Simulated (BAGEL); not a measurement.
# GaH5Se (SMILES [GaH3-][SeH2+]): B3LYP/6-31G(d) (density fitting with qzvpp-jkfit, spherical functions)

Aim: the energy change on altering one bond length of GaH5Se at B3LYP/6-31G* (density fitting with qzvpp-jkfit, spherical functions), from 2 runs. 

The calculation is run with BAGEL 1.2.2.

### 1 The molecule

GaH5Se: 7 atoms, total charge 0, spin state singlet. As SMILES, `[GaH3-][SeH2+]`. Geometry: relaxed at PBE0-D4/def2-TZVP.

Bond lengths: Ga1–Se2 2.713 Å, Ga1–H3 1.575 Å, Ga1–H4 1.575 Å, Ga1–H5 1.574 Å, Se2–H6 1.469 Å, Se2–H7 1.469 Å. Angles: Ga1–Se2–H6 97.0°, Ga1–Se2–H7 97.0°, Se2–Ga1–H3 94.5°, Se2–Ga1–H4 94.5°, Se2–Ga1–H5 98.0°, H6–Se2–H7 91.5°, H3–Ga1–H4 118.9°, H3–Ga1–H5 119.1°, H4–Ga1–H5 119.1°.

### 2 A single-point energy at B3LYP/6-31G(d) (density fitting with qzvpp-jkfit, spherical functions)

Contents of dft.json:

```json
{ "bagel": [

{
  "title": "molecule",
  "basis": "6-31gs.json",
  "df_basis": "qzvpp-jkfit",
  "angstrom": true,
  "geometry": [
    { "atom": "Ga", "xyz": [      -0.804600,      -0.664900,      -0.554200 ] },
    { "atom": "Se", "xyz": [       0.775800,       0.591800,       1.257700 ] },
    { "atom": "H", "xyz": [      -0.367400,      -2.113200,      -0.115900 ] },
    { "atom": "H", "xyz": [      -2.145600,      -0.068500,       0.017400 ] },
    { "atom": "H", "xyz": [      -0.183400,      -0.039700,      -1.858700 ] },
    { "atom": "H", "xyz": [       2.053400,       0.356300,       0.572900 ] },
    { "atom": "H", "xyz": [       0.671800,       1.938300,       0.680800 ] }
  ]
},

{
  "title": "ks",
  "xc_func": "b3lyp"
},

{
  "title": "print",
  "file": "orbitals.molden",
  "orbitals": true
}

]}
```

The basis set 6-31G* is read from a file made from the Basis Set Exchange's data (not shown).

Command:

```sh
BAGEL_NUM_THREADS=1 BAGEL dft.json > dft.out
```

The program printed:

```text
* using 1 threads per process

  ===============================================================
  ===============================================================

  *** Geometry ***

  { "atom" : "Ga", "xyz" : [     -1.520474,     -1.256479,     -1.047286 ] },
  { "atom" : "Se", "xyz" : [      1.466050,      1.118340,      2.376709 ] },
  { "atom" : "H", "xyz" : [     -0.694285,     -3.993369,     -0.219019 ] },
  { "atom" : "H", "xyz" : [     -4.054596,     -0.129446,      0.032881 ] },
  { "atom" : "H", "xyz" : [     -0.346576,     -0.075022,     -3.512434 ] },
  { "atom" : "H", "xyz" : [      3.880364,      0.673309,      1.082624 ] },
  { "atom" : "H", "xyz" : [      1.269518,      3.662856,      1.286526 ] },

  Number of auxiliary basis functions:      622

  Since a DF basis is specified, we compute 2- and 3-index integrals:
    o Being stored without compression. Storage requirement is 0.027 GB

  Number of basis functions:       74
  Number of electrons      :       70

    * METHOD: MOLECULE                             0.43

  *** Kohn-Sham DFT ***

    * Removing 10650 points whose weight is below 1.00e-10
    * Grid points: 93692

  === Nuclear Repulsion ===
   289.6989545571

       - DIIS with orbital gradients will be used.

  === KS iteration (b3lyp / 6-31gs.json) ===
      0      -4236.33315043          0.16424130           0.42
      1      -4016.79027032          0.40543865           0.41
      2      -4220.80848410          0.14457937           0.40
      3      -4001.44275442          0.26230976           0.41
      4      -4181.51838226          0.20947363           0.41
      5      -4321.11785500          0.10039751           0.45
      6      -4328.19360093          0.04286187           0.41
      7      -4328.63171634          0.02785890           0.41
      8      -4328.85130407          0.00750954           0.41
      9      -4328.88786429          0.00234575           0.41
     10      -4328.88927644          0.00060500           0.42
     11      -4328.88939691          0.00013818           0.42
     12      -4328.88940885          0.00001705           0.42
     13      -4328.88940896          0.00001040           0.42
     14      -4328.88940900          0.00000172           0.41
     15      -4328.88940900          0.00000047           0.41
     16      -4328.88940900          0.00000006           0.41
     17      -4328.88940900          0.00000004           0.41
     18      -4328.88940900          0.00000001           0.41
    * SCF iteration converged.

    * Permanent dipole moment:
           (   -0.956905,    -0.799009,    -0.538048) a.u.

    * METHOD: KS                                   8.27

    * METHOD: PRINT                                0.01

  ===============================================================
```

Wall time 9 s (1 thread of Arm Neoverse V1, shared host); peak memory 0.41 GiB.

### 3 The distorted shape, same level

Contents of calc.json:

```json
{ "bagel" : [

{
  "title" : "molecule",
  "basis" : "6-31gs.json",
  "df_basis" : "qzvpp-jkfit",
  "angstrom" : true,
  "geometry" : [
    { "atom" : "Ga", "xyz" : [      -0.752597,      -1.338194,      -0.265731 ] },
    { "atom" : "Se", "xyz" : [       0.827803,      -0.081494,       1.546169 ] },
    { "atom" : "H", "xyz" : [      -0.315397,      -2.786494,       0.172569 ] },
    { "atom" : "H", "xyz" : [      -2.093597,      -0.741794,       0.305869 ] },
    { "atom" : "H", "xyz" : [      -0.131397,      -0.712994,      -1.570231 ] },
    { "atom" : "H", "xyz" : [       2.105403,      -0.316994,       0.861369 ] },
    { "atom" : "H", "xyz" : [       0.671800,       1.938300,       0.680800 ] }
  ]
},

{ "title" : "ks", "xc_func" : "b3lyp" },

{ "title" : "print", "file" : "orbitals.molden", "orbitals" : true }

]}
```

The basis set 6-31G* is read from a file made from the Basis Set Exchange's data (not shown).

Command:

```sh
BAGEL_NUM_THREADS=1 BAGEL calc.json > calc.out
```

The program printed:

```text
* using 1 threads per process

  ===============================================================
  ===============================================================

  *** Geometry ***

  { "atom" : "Ga", "xyz" : [     -1.422202,     -2.528820,     -0.502159 ] },
  { "atom" : "Se", "xyz" : [      1.564321,     -0.154001,      2.921836 ] },
  { "atom" : "H", "xyz" : [     -0.596014,     -5.265711,      0.326108 ] },
  { "atom" : "H", "xyz" : [     -3.956325,     -1.401788,      0.578009 ] },
  { "atom" : "H", "xyz" : [     -0.248304,     -1.347363,     -2.967307 ] },
  { "atom" : "H", "xyz" : [      3.978635,     -0.599032,      1.627752 ] },
  { "atom" : "H", "xyz" : [      1.269518,      3.662856,      1.286526 ] },

  Number of auxiliary basis functions:      622

  Since a DF basis is specified, we compute 2- and 3-index integrals:
    o Being stored without compression. Storage requirement is 0.027 GB

  Number of basis functions:       74
  Number of electrons      :       70

    * METHOD: MOLECULE                             0.43

  *** Kohn-Sham DFT ***

    * Removing 10190 points whose weight is below 1.00e-10
    * Grid points: 94152

  === Nuclear Repulsion ===
   284.8930633837

       - DIIS with orbital gradients will be used.

  === KS iteration (b3lyp / 6-31gs.json) ===
      0      -4235.88209619          0.16341821           0.41
      1      -4014.53431288          0.41167335           0.39
      2      -4219.89319072          0.14344202           0.39
      3      -4003.96790519          0.26185870           0.39
      4      -4183.23726045          0.20938743           0.40
      5      -4320.59469752          0.10234054           0.40
      6      -4327.97166646          0.04557871           0.39
      7      -4328.22759177          0.03366544           0.39
      8      -4328.50653309          0.01990163           0.39
      9      -4328.80356891          0.00517429           0.39
     10      -4328.81291414          0.00128504           0.39
     11      -4328.81336652          0.00040147           0.39
     12      -4328.81348694          0.00007813           0.39
     13      -4328.81348989          0.00002739           0.39
     14      -4328.81349039          0.00000557           0.39
     15      -4328.81349039          0.00000572           0.40
     16      -4328.81349041          0.00000141           0.40
     17      -4328.81349041          0.00000034           0.40
     18      -4328.81349041          0.00000014           0.41
     19      -4328.81349041          0.00000003           0.41
     20      -4328.81349041          0.00000001           0.39
    * SCF iteration converged.

    * Permanent dipole moment:
           (   -0.936032,    -0.686594,    -0.524210) a.u.

    * METHOD: KS                                   8.71

    * METHOD: PRINT                                0.01

  ===============================================================
```

It took 9.3 s on 1 thread of Arm Neoverse V1, shared host; peak memory 0.41 GiB.

### 4 Summary of results

Level: B3LYP/6-31G* (density fitting with qzvpp-jkfit, spherical functions).

```
                                                          quantity           value
                                         first shape: total energy  -4328.88941 Eh
                                        first shape: dipole moment          3.45 D
                                          first shape: HOMO energy        -7.65 eV
                                          first shape: LUMO energy        -0.83 eV
                                        first shape: HOMO–LUMO gap         6.81 eV
                                     distorted shape: total energy  -4328.81349 Eh
                                    distorted shape: dipole moment          3.24 D
                                      distorted shape: HOMO energy        -7.65 eV
                                      distorted shape: LUMO energy        -4.31 eV
                                    distorted shape: HOMO–LUMO gap         3.34 eV
energy change with the Se2–H7 bond stretched from 1.469 to 2.203 Å        2.066 eV
```

In words: One bond (distorted shape) is far stretched, which a spin-restricted single reference describes badly; a broken-symmetry solution may lie lower. With the Se2–H7 bond stretched from 1.469 to 2.203 Å the energy rises by 2.07 eV (48 kcal/mol). The first shape isn't relaxed at this level, so the change isn't measured from a minimum. A restricted reference can't describe the breaking bond well at this length.
